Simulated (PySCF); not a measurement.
# H3LaO3 (La(OH)3): the cost of one run

Program: PySCF 2.14.0. Level of theory: BP86, La lcecp-1-SVP with ECP46, O def2-SVP, H def2-SVP; scalar-relativistic core potentials, no spin–orbit coupling. These are calculated values, not measurements.

3 further runs of the same task are left out: 2 for a known fault of the program, 1 that didn't finish.

**1. The system as given**

7 atoms, charge 0, spin multiplicity 1.

Bond lengths: La1–O2 2.253 Å, La1–O4 2.253 Å, La1–O6 2.253 Å, O2–H3 0.966 Å, O4–H5 0.966 Å, O6–H7 0.966 Å. Angles: O2–La1–O4 120.0°, O2–La1–O6 120.0°, O4–La1–O6 120.0°, La1–O2–H3 158.7°, La1–O4–H5 158.7°, La1–O6–H7 158.7°.

As a file:

```
La    0.0000    0.0000    0.0000
O     2.2528    0.0000    0.0000
H     3.1528    0.0000    0.3500
O    -1.1264    1.9510    0.0000
H    -1.5764    2.7304    0.3500
O    -1.1264   -1.9510    0.0000
H    -1.5764   -2.7304    0.3500
```

Formal oxidation states: La +3. The 4f shell is empty and lies in the core potential.

**2. SCF at the start, singlet**

run.py (the lines that set the calculation) reads:

```python
mol = gto.M(atom='''
La     0.00000     0.00000     0.00000
O      2.25280     0.00000     0.00000
H      3.15280     0.00000     0.35000
O     -1.12640     1.95100     0.00000
H     -1.57640     2.73040     0.35000
O     -1.12640    -1.95100     0.00000
H     -1.57640    -2.73040     0.35000''',
    basis={'La': 'lcecp-1-SVP', 'O': 'def2-SVP', 'H': 'def2-SVP'},
    ecp={'La': 'lcecp-1-SVP'},
    charge=0, spin=0)
mf = dft.RKS(mol, xc='B88,P86')
mf.grids.atom_grid = (50, 194)  # f atoms: unpruned, at least (60, 302)
mf = mf.density_fit()  # fitting sets: La AutoAux, O def2-universal-JKFIT, H def2-universal-JKFIT
mf.conv_tol = 1e-08; mf.max_cycle = 55
mf.kernel(dm0)  # dm0: free metal ions and neutral atoms
```

Launch:

```
> OMP_NUM_THREADS=2 python run.py
```

What time and memory should one allow on 2 threads of Arm Neoverse V2, shared host?

About 2.5 s, with a peak of 0.51 GiB.
